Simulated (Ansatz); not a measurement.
Working through a Hubbard U by linear response of NiO, space group Fm-3m

With the Ansatz DFT code, driven from Python.

Notebook, run cell by cell (the value of a cell's last expression is shown):

In [1]:
```python
from dataclasses import dataclass

import ansatz as az
```

In [2]:
```python
@dataclass(frozen=True)
class RunConfig:
    mesh: tuple[int, ...] = (10, 10, 10)
    filling: str = "methfessel_paxton"
    sigma: float = 0.15
```

In [3]:
```python
cfg = RunConfig()
```

In [4]:
```python
system = (
    az.Lattice.fcc(4.171803)
    .space_group(225)
    .atom("Ni", (0.0, 0.0, 0.0))
    .atom("O", (0.5, 0.0, 0.0))
    .primitive()
    .moments(Ni=1.5)
)
```

In [5]:
```python
len(system.resolved().sites)
```
Out [5]:
```text
2
```

In [6]:
```python
calculation = (
    system.calculation()
    .functional(az.Functional.PBE)
    .kpoints(*cfg.mesh)
    .occupations(cfg.filling, width=cfg.sigma)
    .spin("collinear")
    .hubbard("Ni", "d", u_eff="linear-response")
    .band_table()
)
found = []
```

In [7]:
```python
def keep(event):
    if event["event"] == "lr_u_result":
        found.append(event["data"])
```

In [8]:
```python
res = calculation.session().plan().execute(on_event=keep)
data = res.report
```
```text
DeckWarning: basis.ecutwfc = 420 eV, auto-derived from the records' recommended cutoffs: set by Ni (normal level)
```

In [9]:
```python
res.lattice.cell_ang
```
Out [9]:
```text
array([[2.5544926e-16, 2.0859015e+00, 2.0859015e+00],
       [2.0859015e+00, 1.2772463e-16, 2.0859015e+00],
       [2.0859015e+00, 2.0859015e+00, 0.0000000e+00]])
```

In [10]:
```python
data["free_energy_ev"]
```
Out [10]:
```text
-6405.388213447345
```

In [11]:
```python
for orbit in found[-1]["orbits"]:
    print(f"sites {orbit['sites']}: n0 = {orbit['n0']:.3f}, chi0 = {orbit['chi0_per_ev']:.4f}/eV, chi = {orbit['chi_per_ev']:.4f}/eV, U = {orbit['u_ev']:.2f} eV")
print("cycles:", found[-1]["n_cycles"], " band edges:", data.get("band_edges_ev"))
print("site moments (muB):", [round(m, 2) for m in data["site_moments_mub"]])
print("electrons up, down:", [round(n, 3) for n in data["spin_occupation_sums"]])
```
```text
sites [0]: n0 = 8.434, chi0 = -0.1653/eV, chi = -0.1351/eV, U = 1.36 eV
cycles: 1  band edges: None
site moments (muB): [1.61, 0.32]
electrons up, down: [12.996, 11.004]
```

What to keep in mind:
- Absolute energies stand on the zero of these potentials, so only differences at equal settings mean something. A total without «per atom» is that of the cell as typed.
- Other magnetic orders than the one started from may lie lower.
- The mesh is modest for a metal, so energies can be off by several to tens of meV an atom and pressures by half a GPa or more; differences at equal mesh fare better.
- With one magnetic atom the cell can hold only ferromagnetic order.
- The structure is a deposited one; some such entries were measured under pressure or heat, so a shift against it needn't be the functional's error alone.
- Levels are Kohn-Sham eigenvalues on this mesh.
- Warnings are shown shortened and without file and line.
- The computed U depends on the projectors, on the cell (the perturbed atoms see their images) and on the spin treatment typed in the script; a run with no .spin step is spin-unpolarised.
- Wall time of the script: 14 s on 1 thread of Intel(R) Xeon(R) Platinum 8259CL CPU @ 2.50GHz (Skylake/Cascade Lake), with other jobs on the host, peak memory 0.4 GiB.

(Lines on the test bed's own set-up are left out of the output.)
